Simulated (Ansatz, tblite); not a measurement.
**BCl2(vinyl) (C2H3BCl2): rung by rung, part 1 of 2**

How do method and basis change the picture of BCl2(vinyl) (C2H3BCl2) (singlet)?

The runs use Ansatz 0.2.0, Gaussian basis; as each input shows.

The runs, in order: GFN1-xTB, GFN2-xTB, PBE-D4/def2-TZVP, r2SCAN-D4/def2-TZVP, revPBE-D4/def2-TZVP, HSE06-D4/def2-TZVP, r2SCAN0-D4/def2-TZVP, LC-ωPBE/def2-TZVP, BHLYP-D4/def2-TZVP, HF/def2-TZVP, B97M-V/def2-TZVP, PBE-D4/def2-SVP, PBE0-D4/def2-SVP, HF/6-31G, B3LYP-D4/6-31G, CCSD(T)/def2-TZVPP, MP2/def2-TZVP, RPA/def2-TZVP.

### 1 The structure

The singlet was relaxed beforehand with PBE-D4/def2-SVP.

8 atoms, charge 0, spin multiplicity 1.

Bond lengths: B1–Cl2 1.765 Å, B1–Cl3 1.768 Å, B1–C4 1.549 Å, C4–C5 1.353 Å, C4–H6 1.105 Å, C5–H7 1.104 Å, C5–H8 1.103 Å. Angles: Cl2–B1–Cl3 118.0°, Cl2–B1–C4 120.1°, Cl3–B1–C4 121.9°, B1–C4–C5 123.6°, B1–C4–H6 117.9°, C5–C4–H6 118.5°, C4–C5–H7 120.9°, C4–C5–H8 122.3°, H7–C5–H8 116.8°.

PBE0-D4/def2-TZVP was run before; its log isn't repeated, and its numbers join the tables.

### 2 GFN1-xTB

Tight binding, by tblite at 300 K electronic temperature and without a spin-polarisation term:

```python
tblite.interface.Calculator('GFN1-xTB', numbers, positions, charge=0, uhf=0).singlepoint()
```

Energy -430.0006 eV, HOMO -12.56 eV, LUMO -8.68 eV; 0.007 s.

### 3 GFN2-xTB

Tight binding, by tblite at 300 K electronic temperature and without a spin-polarisation term:

```python
tblite.interface.Calculator('GFN2-xTB', numbers, positions, charge=0, uhf=0).singlepoint()
```

Energy -439.8971 eV, HOMO -11.59 eV, LUMO -8.31 eV; 0.006 s.

### 4 PBE-D4/def2-TZVP

start.molden holds the orbitals of an earlier run on this state, given as this run's starting guess.

Input file in.yaml:

```yaml
crystal:
  periodic: [false, false, false]
  atoms:
    - {symbol: B, position_ang: [0.700340, 0.951144, -0.369253]}
    - {symbol: Cl, position_ang: [2.005304, 1.306044, -1.503087]}
    - {symbol: Cl, position_ang: [0.088444, 2.272304, 0.632968]}
    - {symbol: C, position_ang: [0.123836, -0.482936, -0.272876]}
    - {symbol: C, position_ang: [-0.872951, -0.833895, 0.572323]}
    - {symbol: H, position_ang: [0.553112, -1.258613, -0.931933]}
    - {symbol: H, position_ang: [-1.330408, -0.091421, 1.248598]}
    - {symbol: H, position_ang: [-1.267668, -1.862617, 0.623249]}
basis:
  gaussian: {orbitals: def2-TZVP, initial_orbitals: start.molden}
hamiltonian: {xc: pbe, dispersion: d4}
scf: {omitted_lower_state_checks: [starts]}
output: {orbitals: {seedname: orbitals}}
```

Run with:

```sh
> ansatz run in.yaml --threads 2 --pin off --events-out ev --progress --plain --max-ram 4352MiB
```

Output:

```text
Functional definition: PBE
  name "PBE"
  cite "Perdew, Burke & Ernzerhof, Phys. Rev. Lett. 77, 3865 (1996) doi:10.1103/PhysRevLett.77.3865"
  parent pbe
  parameter kappa = 0.804
  parameter beta = 0.06672455060314922
  exchange = pbe_x(kappa = kappa, mu = beta*pi^2/3)
  correlation = pbe_c(beta = beta)
these checks for a lower state are left out or cut short: starts
1173 factors; their error is unknown
mean field evaluation 1: about -27833.7837 eV, gradient 1.3e1 eV
mean field evaluation 2: about -27833.8858 eV, gradient 1.4e-1 eV
mean field evaluation 4: about -27833.8619 eV, gradient 4.7e-4 eV
mean field -27833.86189643 eV, -1022.8755582244 hartree, gradient 2.5e-5 eV, S^2 0.000000; 0 other end points of the search recorded, 0 dependent functions left out
reference -27833.86193519 eV, -1022.8755596489 hartree; 27, 27 occupied and 158, 158 virtual orbitals, 1173 factors
Total energy: -27834.06739021 eV, -1022.8831099815 hartree
Checks for a lower state left out: starts
```

Run time: 2 s. Hardware: 2 threads of Intel Xeon 6975P-C, shared host.

HOMO -7.36 eV, LUMO -3.16 eV.

### 5 r2SCAN-D4/def2-TZVP

in.yaml, as its differences from that of step 4:

```diff
@@ -13,3 +13,3 @@
   gaussian: {orbitals: def2-TZVP, initial_orbitals: start.molden}
-hamiltonian: {xc: pbe, dispersion: d4}
+hamiltonian: {xc: r2scan, dispersion: d4}
 scf: {omitted_lower_state_checks: [starts]}
```

The command is unchanged.

Output:

```text
Functional definition: r2SCAN
  name "r2SCAN"
  cite "Furness, Kaplan, Ning, Perdew & Sun, J. Phys. Chem. Lett. 11, 8208 (2020) doi:10.1021/acs.jpclett.0c02405"
  cite "Furness, Kaplan, Ning, Perdew & Sun, J. Phys. Chem. Lett. 11, 9248 (2020) doi:10.1021/acs.jpclett.0c03077"
  parent r2scan
  parameter k0 = 0.174
  parameter k1 = 0.065
  parameter a1 = 4.9479
  exchange = r2scan_x(k0 = k0, k1 = k1, a1 = a1)
  correlation = r2scan_c
these checks for a lower state are left out or cut short: starts
1173 factors; their error is unknown
mean field evaluation 1: about -27844.6763 eV, gradient 9.0e0 eV
mean field evaluation 2: about -27844.7097 eV, gradient 6.2e-2 eV
mean field evaluation 4: about -27844.6885 eV, gradient 2.9e-4 eV
mean field -27844.68847704 eV, -1023.2734277235 hartree, gradient 1.9e-5 eV, S^2 0.000000; 0 other end points of the search recorded, 0 dependent functions left out
reference -27844.68848755 eV, -1023.2734281096 hartree; 27, 27 occupied and 158, 158 virtual orbitals, 1173 factors
Total energy: -27844.73774710 eV, -1023.2752383648 hartree
Checks for a lower state left out: starts
```

Run time: 2.7 s. Hardware: 2 threads of Intel Xeon 6975P-C, shared host.

Report: HOMO -7.61 eV, LUMO -2.99 eV.

### 6 revPBE-D4/def2-TZVP

in.yaml, as its differences from that of step 5:

```diff
@@ -13,4 +13,4 @@
   gaussian: {orbitals: def2-TZVP, initial_orbitals: start.molden}
-hamiltonian: {xc: r2scan, dispersion: d4}
+hamiltonian: {xc: {name: revPBE}, dispersion: d4}
 scf: {omitted_lower_state_checks: [starts]}
-output: {orbitals: {seedname: orbitals}}
+output: {forces: true, orbitals: {seedname: orbitals}}
```

Launched as before.

Output, shortened:

```text
Functional definition: revPBE
  name "revPBE"
  cite "Zhang & Yang, Phys. Rev. Lett. 80, 890 (1998) doi:10.1103/PhysRevLett.80.890"
  cite "Perdew, Burke & Ernzerhof, Phys. Rev. Lett. 77, 3865 (1996) doi:10.1103/PhysRevLett.77.3865"
[...]
1173 factors; their error is unknown
[...]
mean field -27842.69276589 eV, -1023.2000866915 hartree, gradient 2.2e-5 eV, S^2 0.000000; 0 other end points of the search recorded, 0 dependent functions left out
[...]
reference -27842.69281455 eV, -1023.2000884796 hartree; 27, 27 occupied and 158, 158 virtual orbitals, 1173 factors
Total energy: -27843.30940286 eV, -1023.2227476821 hartree
Atom 0 at     0.700340     0.951144    -0.369253 Å, force    -0.056202    -0.066533     0.032044 eV/Å
Atom 1 at     2.005304     1.306044    -1.503087 Å, force    -0.000543    -0.011749    -0.003296 eV/Å
Atom 2 at     0.088444     2.272304     0.632968 Å, force     0.011606    -0.008927    -0.012950 eV/Å
Atom 3 at     0.123836    -0.482936    -0.272876 Å, force    -0.052306    -0.204766    -0.014810 eV/Å
Atom 4 at    -0.872951    -0.833895     0.572323 Å, force    -0.034928     0.033805     0.044335 eV/Å
Atom 5 at     0.553112    -1.258613    -0.931933 Å, force    -0.116876     0.207634     0.178242 eV/Å
Atom 6 at    -1.330408    -0.091421     1.248598 Å, force     0.130469    -0.247943    -0.205662 eV/Å
Atom 7 at    -1.267668    -1.862617     0.623249 Å, force     0.118780     0.298479    -0.017904 eV/Å
Dipole moment:    -0.191907    -0.327539     0.079911 e Å
Checks for a lower state left out: starts
```

It took 2 s on 2 threads of Intel Xeon 6975P-C, shared host.

From the report: HOMO -7.29 eV, LUMO -3.06 eV.

### 7 HSE06-D4/def2-TZVP

in.yaml, as its differences from that of step 6:

```diff
@@ -13,4 +13,4 @@
   gaussian: {orbitals: def2-TZVP, initial_orbitals: start.molden}
-hamiltonian: {xc: {name: revPBE}, dispersion: d4}
+hamiltonian: {xc: hse06, dispersion: d4}
 scf: {omitted_lower_state_checks: [starts]}
-output: {forces: true, orbitals: {seedname: orbitals}}
+output: {orbitals: {seedname: orbitals}}
```

Same command.

Output, shortened:

```text
Functional definition: HSE06
  name "HSE06"
  cite "Heyd, Scuseria & Ernzerhof, J. Chem. Phys. 118, 8207 (2003) doi:10.1063/1.1564060"
  cite "Krukau, Vydrov, Izmaylov & Scuseria, J. Chem. Phys. 125, 224106 (2006) doi:10.1063/1.2404663"
  cite "Heyd & Scuseria, J. Chem. Phys. 120, 7274 (2004) doi:10.1063/1.1668634"
  cite "Ernzerhof & Perdew, J. Chem. Phys. 109, 3313 (1998) doi:10.1063/1.476928"
  cite "Perdew, Burke & Ernzerhof, Phys. Rev. Lett. 77, 3865 (1996) doi:10.1103/PhysRevLett.77.3865"
  parent pbe
[...]
  # The whole range is PBE's own exchange, as in plane waves. The composition of these papers is wPBEh.
[...]
1197 factors; their error is unknown
82 factors; integrals over basis functions are off by at most 4.3e-7 eV
[...]
mean field -27835.65934991 eV, -1022.9416134216 hartree, gradient 1.4e-5 eV, S^2 0.000000; 0 other end points of the search recorded, 0 dependent functions left out
reference -27835.65938779 eV, -1022.9416148138 hartree; 27, 27 occupied and 158, 158 virtual orbitals, 1197 factors
Total energy: -27835.82181895 eV, -1022.9475840487 hartree
Checks for a lower state left out: starts
```

Wall time 2.8 s (2 threads of Intel Xeon 6975P-C, shared host).

From the report: HOMO -8.08 eV, LUMO -2.65 eV.

### 8 r2SCAN0-D4/def2-TZVP

in.yaml, as its differences from that of step 7:

```diff
@@ -13,3 +13,3 @@
   gaussian: {orbitals: def2-TZVP, initial_orbitals: start.molden}
-hamiltonian: {xc: hse06, dispersion: d4}
+hamiltonian: {xc: {name: r2SCAN0}, dispersion: d4}
 scf: {omitted_lower_state_checks: [starts]}
```

Same command.

Output, shortened:

```text
Functional definition: r2SCAN0
  name "r2SCAN0"
  cite "Bursch, Neugebauer, Ehlert & Grimme, J. Chem. Phys. 156, 134105 (2022) doi:10.1063/5.0086040"
  cite "Furness, Kaplan, Ning, Perdew & Sun, J. Phys. Chem. Lett. 11, 8208 (2020) doi:10.1021/acs.jpclett.0c02405"
  cite "Furness, Kaplan, Ning, Perdew & Sun, J. Phys. Chem. Lett. 11, 9248 (2020) doi:10.1021/acs.jpclett.0c03077"
  parent r2scan
[...]
1197 factors; their error is unknown
[...]
mean field -27844.23144898 eV, -1023.2566322520 hartree, gradient 1.7e-5 eV, S^2 0.000000; 0 other end points of the search recorded, 0 dependent functions left out
reference -27844.23145729 eV, -1023.2566325573 hartree; 27, 27 occupied and 158, 158 virtual orbitals, 1197 factors
Total energy: -27844.29006185 eV, -1023.2587862354 hartree
Checks for a lower state left out: starts
```

Wall time 3.7 s (2 threads of Intel Xeon 6975P-C, shared host).

From the report: HOMO -8.65 eV, LUMO -2.17 eV.

### 9 LC-ωPBE/def2-TZVP

in.yaml, as its differences from that of step 8:

```diff
@@ -13,3 +13,3 @@
   gaussian: {orbitals: def2-TZVP, initial_orbitals: start.molden}
-hamiltonian: {xc: {name: r2SCAN0}, dispersion: d4}
+hamiltonian: {xc: {name: LC-wPBE}}
 scf: {omitted_lower_state_checks: [starts]}
```

Same command.

Output, shortened:

```text
Functional definition: LC-wPBE
  name "LC-wPBE"
  cite "Vydrov & Scuseria, J. Chem. Phys. 125, 234109 (2006) doi:10.1063/1.2409292"
  cite "Heyd & Scuseria, J. Chem. Phys. 120, 7274 (2004) doi:10.1063/1.1668634"
  cite "Ernzerhof & Perdew, J. Chem. Phys. 109, 3313 (1998) doi:10.1063/1.476928"
  cite "Perdew, Burke & Ernzerhof, Phys. Rev. Lett. 77, 3865 (1996) doi:10.1103/PhysRevLett.77.3865"
  parent pbe
[...]
1173 factors; their error is unknown
334 factors; integrals over basis functions are off by at most 2.6e-5 eV
[...]
mean field -27838.96115361 eV, -1023.0629524695 hartree, gradient 2.2e-5 eV, S^2 0.000000; 0 other end points of the search recorded, 0 dependent functions left out
reference -27838.96115362 eV, -1023.0629524698 hartree; 27, 27 occupied and 158, 158 virtual orbitals, 1173 factors
Total energy: -27838.96115362 eV, -1023.0629524698 hartree
Checks for a lower state left out: starts
```

Wall time 2.2 s (2 threads of Intel Xeon 6975P-C, shared host).

Report: HOMO -11.21 eV, LUMO -0.06 eV.

### 10 BHLYP-D4/def2-TZVP

in.yaml, as its differences from that of step 9:

```diff
@@ -13,3 +13,3 @@
   gaussian: {orbitals: def2-TZVP, initial_orbitals: start.molden}
-hamiltonian: {xc: {name: LC-wPBE}}
+hamiltonian: {xc: {name: BHLYP}, dispersion: d4}
 scf: {omitted_lower_state_checks: [starts]}
```

Launched as before.

Output:

```text
Functional definition: BHLYP
  name "BHLYP"
  cite "Becke, J. Chem. Phys. 98, 1372 (1993) doi:10.1063/1.464304"
  cite "Becke, Phys. Rev. A 38, 3098 (1988) doi:10.1103/PhysRevA.38.3098"
  cite "Lee, Yang & Parr, Phys. Rev. B 37, 785 (1988) doi:10.1103/PhysRevB.37.785"
  parameter a = 0.5
  exchange = (1 - a)*b88_x + a*exact_x
  correlation = lyp_c
these checks for a lower state are left out or cut short: starts
1361 factors; their error is unknown
mean field evaluation 1: about -27846.1638 eV, gradient 1.1e1 eV
mean field evaluation 2: about -27846.2513 eV, gradient 1.4e-1 eV
mean field evaluation 4: about -27846.4113 eV, gradient 4.6e-4 eV
mean field -27846.41130476 eV, -1023.3367404745 hartree, gradient 1.1e-5 eV, S^2 0.000000; 0 other end points of the search recorded, 0 dependent functions left out
reference -27846.41148042 eV, -1023.3367469298 hartree; 27, 27 occupied and 158, 158 virtual orbitals, 1361 factors
Total energy: -27846.66857096 eV, -1023.3461948330 hartree
Checks for a lower state left out: starts
```

Wall time 2.8 s (2 threads of Intel Xeon 6975P-C, shared host).

Report: HOMO -9.40 eV, LUMO -1.20 eV.

### 11 HF/def2-TZVP

in.yaml, as its differences from that of step 10:

```diff
@@ -13,3 +13,3 @@
   gaussian: {orbitals: def2-TZVP, initial_orbitals: start.molden}
-hamiltonian: {xc: {name: BHLYP}, dispersion: d4}
+hamiltonian: {xc: hf}
 scf: {omitted_lower_state_checks: [starts]}
```

Same command.

Output:

```text
Functional definition: HF
  name "HF"
  cite "Fock, Z. Phys. 61, 126 (1930) doi:10.1007/BF01340294"
  parent pbe
  exchange = exact_x
  correlation = 0
these checks for a lower state are left out or cut short: starts
1467 factors; their error is unknown
mean field evaluation 1: about -27789.8488 eV, gradient 3.7e1 eV
mean field evaluation 2: about -27790.6053 eV, gradient 1.1e0 eV
mean field evaluation 4: about -27790.9587 eV, gradient 5.8e-1 eV
mean field -27790.95906957 eV, -1021.2989084180 hartree, gradient 8.2e-6 eV, S^2 0.000000; 0 other end points of the search recorded, 0 dependent functions left out
reference -27790.95906957 eV, -1021.2989084180 hartree; 27, 27 occupied and 158, 158 virtual orbitals, 1467 factors
Total energy: -27790.95906957 eV, -1021.2989084180 hartree
Checks for a lower state left out: starts
```

Run time: 1.9 s. Hardware: 2 threads of Intel Xeon 6975P-C, shared host.

Report: HOMO -10.82 eV, LUMO 1.44 eV.

### 12 B97M-V/def2-TZVP

in.yaml, as its differences from that of step 11:

```diff
@@ -13,3 +13,3 @@
   gaussian: {orbitals: def2-TZVP, initial_orbitals: start.molden}
-hamiltonian: {xc: hf}
+hamiltonian: {xc: {name: B97M-V}}
 scf: {omitted_lower_state_checks: [starts]}
```

The command is unchanged.

Output, shortened:

```text
Functional definition: B97M-V
  name "B97M-V"
  cite "Mardirossian & Head-Gordon, J. Chem. Phys. 142, 074111 (2015) doi:10.1063/1.4907719"
  cite "Becke, J. Chem. Phys. 107, 8554 (1997) doi:10.1063/1.475007"
  cite "Vydrov & Van Voorhis, J. Chem. Phys. 133, 244103 (2010) doi:10.1063/1.3521275"
  # Of w^i u^j: cxij and so on, Table III.
[...]
  gx(w, u) = cx00 + cx01*u + cx02*u^2 + (cx10 + cx11*u)*w
  gss(w, u) = css00 + css02*u^2 + css10*w + (css32*w^3 + css42*w^4)*u^2
  gos(w, u) = cos00 + cos01*u + cos03*u^3 + cos10*w + cos32*w^3*u^2
[...]
      + integral(e_c_pw_mod_opposite_spin*gos(b97_w_opposite, b97_u_opposite)) + vv10(b, c)
[...]
1173 factors; their error is unknown
[...]
mean field -27842.05950888 eV, -1023.1768149256 hartree, gradient 1.4e-5 eV, S^2 0.000000; 0 other end points of the search recorded, 0 dependent functions left out
reference -27842.05956411 eV, -1023.1768169553 hartree; 27, 27 occupied and 158, 158 virtual orbitals, 1173 factors
Total energy: -27842.05956411 eV, -1023.1768169553 hartree
Checks for a lower state left out: starts
```

It took 6 s on 2 threads of Intel Xeon 6975P-C, shared host.

Report: HOMO -7.58 eV, LUMO -2.89 eV.

### 13 PBE-D4/def2-SVP

in.yaml, as its differences from that of step 12:

```diff
@@ -12,4 +12,4 @@
 basis:
-  gaussian: {orbitals: def2-TZVP, initial_orbitals: start.molden}
-hamiltonian: {xc: {name: B97M-V}}
+  gaussian: {orbitals: def2-SVP, initial_orbitals: start.molden}
+hamiltonian: {xc: pbe, dispersion: d4}
 scf: {omitted_lower_state_checks: [starts]}
```

Launched as before.

Output:

```text
Functional definition: PBE
  name "PBE"
  cite "Perdew, Burke & Ernzerhof, Phys. Rev. Lett. 77, 3865 (1996) doi:10.1103/PhysRevLett.77.3865"
  parent pbe
  parameter kappa = 0.804
  parameter beta = 0.06672455060314922
  exchange = pbe_x(kappa = kappa, mu = beta*pi^2/3)
  correlation = pbe_c(beta = beta)
these checks for a lower state are left out or cut short: starts
1034 factors; their error is unknown
mean field evaluation 1: about -27822.1616 eV, gradient 8.1e0 eV
mean field evaluation 2: about -27822.3053 eV, gradient 1.3e-1 eV
mean field evaluation 4: about -27822.2519 eV, gradient 1.7e-4 eV
mean field -27822.25187154 eV, -1022.4488976796 hartree, gradient 1.7e-5 eV, S^2 0.000000; 0 other end points of the search recorded, 0 dependent functions left out
reference -27822.25190055 eV, -1022.4488987456 hartree; 27, 27 occupied and 66, 66 virtual orbitals, 1034 factors
Total energy: -27822.45735557 eV, -1022.4564490782 hartree
Checks for a lower state left out: starts
```

Wall time 0.8 s (2 threads of Intel Xeon 6975P-C, shared host).

Report: HOMO -7.22 eV, LUMO -2.94 eV.

### 14 PBE0-D4/def2-SVP

in.yaml, as its differences from that of step 13:

```diff
@@ -13,3 +13,3 @@
   gaussian: {orbitals: def2-SVP, initial_orbitals: start.molden}
-hamiltonian: {xc: pbe, dispersion: d4}
+hamiltonian: {xc: pbe0, dispersion: d4}
 scf: {omitted_lower_state_checks: [starts]}
```

Same command.

Output:

```text
Functional definition: PBE0
  name "PBE0"
  cite "Adamo & Barone, J. Chem. Phys. 110, 6158 (1999) doi:10.1063/1.478522"
  cite "Perdew, Burke & Ernzerhof, Phys. Rev. Lett. 77, 3865 (1996) doi:10.1103/PhysRevLett.77.3865"
  parent pbe
  parameter a = 0.25
  parameter kappa = 0.804
  parameter beta = 0.06672455060314922
  exchange = (1 - a)*pbe_x(kappa = kappa, mu = beta*pi^2/3) + a*exact_x
  correlation = pbe_c(beta = beta)
these checks for a lower state are left out or cut short: starts
914 factors; integrals over basis functions are off by at most 1.2e-3 eV
mean field evaluation 1: about -27824.5208 eV, gradient 5.0e0 eV
mean field evaluation 2: about -27824.5931 eV, gradient 4.9e-2 eV
mean field evaluation 4: about -27824.7897 eV, gradient 1.5e-3 eV
mean field -27824.78975220 eV, -1022.5421630735 hartree, gradient 3.9e-5 eV, S^2 0.000000; 0 other end points of the search recorded, 0 dependent functions left out
reference -27824.78977474 eV, -1022.5421639019 hartree; 27, 27 occupied and 66, 66 virtual orbitals, 914 factors
Total energy: -27824.96376346 eV, -1022.5485578693 hartree
Checks for a lower state left out: starts
```

Run time: 1.2 s. Hardware: 2 threads of Intel Xeon 6975P-C, shared host.

From the report: HOMO -8.40 eV, LUMO -2.09 eV.

### 15 HF/6-31G

in.yaml, as its differences from that of step 14:

```diff
@@ -12,4 +12,4 @@
 basis:
-  gaussian: {orbitals: def2-SVP, initial_orbitals: start.molden}
-hamiltonian: {xc: pbe0, dispersion: d4}
+  gaussian: {orbitals: 6-31G}
+hamiltonian: {xc: hf}
 scf: {omitted_lower_state_checks: [starts]}
```

The command is unchanged.

Output:

```text
Functional definition: HF
  name "HF"
  cite "Fock, Z. Phys. 61, 126 (1930) doi:10.1007/BF01340294"
  parent pbe
  exchange = exact_x
  correlation = 0
these checks for a lower state are left out or cut short: starts
756 factors; integrals over basis functions are off by at most 2.3e-4 eV
mean field evaluation 1: about -27784.1465 eV, gradient 2.3e1 eV
mean field evaluation 2: about -27784.1506 eV, gradient 2.3e1 eV
mean field evaluation 4: about -27786.0133 eV, gradient 2.2e0 eV
mean field evaluation 8: about -27786.0344 eV, gradient 1.6e-2 eV
mean field -27786.03444655 eV, -1021.1179318600 hartree, gradient 8.7e-5 eV, S^2 0.000000; 0 other end points of the search recorded, 0 dependent functions left out
reference -27786.03444655 eV, -1021.1179318600 hartree; 27, 27 occupied and 32, 32 virtual orbitals, 756 factors
Total energy: -27786.03444655 eV, -1021.1179318600 hartree
Checks for a lower state left out: starts
```

It took 0.35 s on 2 threads of Intel Xeon 6975P-C, shared host.

From the report: HOMO -10.97 eV, LUMO 1.34 eV.

### 16 B3LYP-D4/6-31G

in.yaml, as its differences from that of step 15:

```diff
@@ -13,3 +13,3 @@
   gaussian: {orbitals: 6-31G}
-hamiltonian: {xc: hf}
+hamiltonian: {xc: {name: B3LYP}, dispersion: d4}
 scf: {omitted_lower_state_checks: [starts]}
```

Launched as before.

Output, shortened:

```text
Functional definition: B3LYP
  name "B3LYP"
  cite "Stephens, Devlin, Chabalowski & Frisch, J. Phys. Chem. 98, 11623 (1994) doi:10.1021/j100096a001"
  cite "Becke, Phys. Rev. A 38, 3098 (1988) doi:10.1103/PhysRevA.38.3098"
  cite "Lee, Yang & Parr, Phys. Rev. B 37, 785 (1988) doi:10.1103/PhysRevB.37.785"
  cite "Vosko, Wilk & Nusair, Can. J. Phys. 58, 1200 (1980) doi:10.1139/p80-159"
[...]
756 factors; integrals over basis functions are off by at most 2.3e-4 eV
[...]
mean field -27844.59234685 eV, -1023.2698950042 hartree, gradient 7.3e-5 eV, S^2 0.000000; 0 other end points of the search recorded, 0 dependent functions left out
reference -27844.59255628 eV, -1023.2699027007 hartree; 27, 27 occupied and 32, 32 virtual orbitals, 756 factors
Total energy: -27844.92708566 eV, -1023.2821964285 hartree
Checks for a lower state left out: starts
```

Run time: 0.85 s. Hardware: 2 threads of Intel Xeon 6975P-C, shared host.

From the report: HOMO -8.18 eV, LUMO -2.36 eV.

(Continued in part 2 of 2.)
